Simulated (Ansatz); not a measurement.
# BClH4N2: the cost of one run

Method: RKS PBE-D4/def2-SVP, in Ansatz 0.2.0.

### Step 1. The starting structure

Bond lengths: N1–B2 1.473 Å, B2–N3 1.493 Å, B2–Cl4 1.806 Å, N1–H5 1.077 Å, N1–H6 1.030 Å, N3–H7 1.026 Å, N3–H8 1.087 Å. Angles: N1–B2–N3 118.9°, N1–B2–Cl4 122.3°, N3–B2–Cl4 118.8°, B2–N1–H5 108.6°, B2–N1–H6 113.8°, H5–N1–H6 106.8°, B2–N3–H7 110.9°, B2–N3–H8 108.6°, H7–N3–H8 107.2°.

Structure file:

```xyz
8

N    -0.5903    1.2866    0.0213
B    -0.3069   -0.1389   -0.2177
N     0.6883   -0.8323    0.6529
Cl   -1.0815   -1.0632   -1.5617
H    -0.3534    1.8377   -0.8726
H    -0.0321    1.6987    0.7826
H     0.2678   -1.6487    1.1102
H     1.5002   -1.1971    0.0292
```

### Step 2. End point A

Contents of input.yaml:

```yaml
crystal:
  periodic: [false, false, false]
  atoms:
    - { symbol: "N", position_ang: [-0.5903, 1.2866, 0.0213] }
    - { symbol: B, position_ang: [-0.3069, -0.1389, -0.2177] }
    - { symbol: "N", position_ang: [0.6883, -0.8323, 0.6529] }
    - { symbol: Cl, position_ang: [-1.0815, -1.0632, -1.5617] }
    - { symbol: H, position_ang: [-0.3534, 1.8377, -0.8726] }
    - { symbol: H, position_ang: [-0.0321, 1.6987, 0.7826] }
    - { symbol: H, position_ang: [0.2678, -1.6487, 1.1102] }
    - { symbol: H, position_ang: [1.5002, -1.1971, 0.0292] }
basis:
  gaussian: { orbitals: def2-SVP }
hamiltonian:
  xc: pbe
  dispersion: d4
relax:
  f_tol: 0.015
  max_steps: 40
output:
  orbitals: {}
```

Command:

```bash
> ansatz run input.yaml --threads 1 --pin off --max-ram 2048MiB --backend cpu --events-out ev --progress --plain --runs-dir out
```

Q: Estimate wall time and peak memory on 1 thread of Intel Xeon at 2.70GHz, shared host.

About 26 s, with a peak of 0.13 GiB.
